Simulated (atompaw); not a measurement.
# Pseudopotential generation for zinc: PAW (atompaw), LDA (PW92)

Aim: build the potential from the settings below, then test how well it stands in for the atom: scattering, ghost states and the plane-wave cutoff that it needs.

The numbers are computed with atompaw 4.2.0.5 (LDA (PW92), scalar-relativistic, spin-unpolarised reference atom).

### 1 The design

The settings as typed:

* element: zinc (Zn, Z = 30)
* type: PAW
* frozen core: [Ar]
* valence charge: 12
* reference configuration: 3d10 4s2 4p0
* partial waves: 4s (bound): rc 3.00 bohr; 4s channel at 3.05 Ry: rc 3.00 bohr; 4p (bound, empty): rc 3.00 bohr; 4p channel at 0.7 Ry: rc 3.00 bohr; 3d (bound): rc 1.20 bohr; 3d channel at 0.05 Ry: rc 1.20 bohr
* local potential: vpsmatchnc scheme with l = 3 at 0 Ry, radius 2.25 bohr
* core correction: smooth core density matched at 2.10 bohr
* augmentation charge: sinc compensation charge, radius 2.90 bohr; PAW radius 3.00 bohr; waves and projectors: custom rrkj vanderbiltortho

The outer shells as boxes (Hund's rule for the drawing; the calculation is spin-unpolarised):

```
[Ar] core
3d [↑↓][↑↓][↑↓][↑↓][↑↓]
4s [↑↓]
4p [  ][  ][  ]
```

### 2 Generating the potential

Zn.input reads:

```
Zn 30
LDA-PW scalarrelativistic loggrid 1500 logderivrange -3 5 201
4 4 3 0 0 0
4 1 0
0 0 0
c
c
c
v
c
c
v
v
2
3.00 2.90 2.25 2.10
y
3.05
n
y
0.7
n
y
0.05
n
custom rrkj vanderbiltortho sinc
3 0 vpsmatchnc
3.00
3.00
3.00
3.00
1.20
1.20
PWSCFOUT
UPFDX 0.0125d0 UPFXMIN -7.d0 UPFZMESH 30.d0
END
```

The run is started by

```console
$ atompaw < Zn.input > Zn.log
```

What does the calculation give? Wanted: cutoffs for 10 and 1 mRy, occupied levels; bound ghosts; largest phase difference near zero energy, channels read; lowest eigenvalue of the overlap; share of valence orbitals outside the PAW sphere; UPF file.

The runs gave:

| quantity | value |
| --- | --- |
| cutoffs for 10 and 1 mRy, occupied levels | 100 Ry and 160 Ry |
| bound ghosts | none found |
| largest phase difference near zero energy, channels read | 0.008 rad |
| lowest eigenvalue of the overlap (Bessel basis) | 0.038 (s) |
| share of valence orbitals outside the PAW sphere | 4s 30 %, 4p 68 %, 3d 1 % |
| UPF file | written |

**Reading.** The potential is hard: the looser tolerance needs 100 Ry. The slowest occupied level is 3d: taken alone it needs 100 Ry to come within 1 mRy, against 6 Ry or less for 4s. The Bessel-basis test finds no level below the valence levels. Near zero energy the phases of the channels with partial waves agree within 0.008 rad. These are tests on the free atom; a crystal test is still owed.
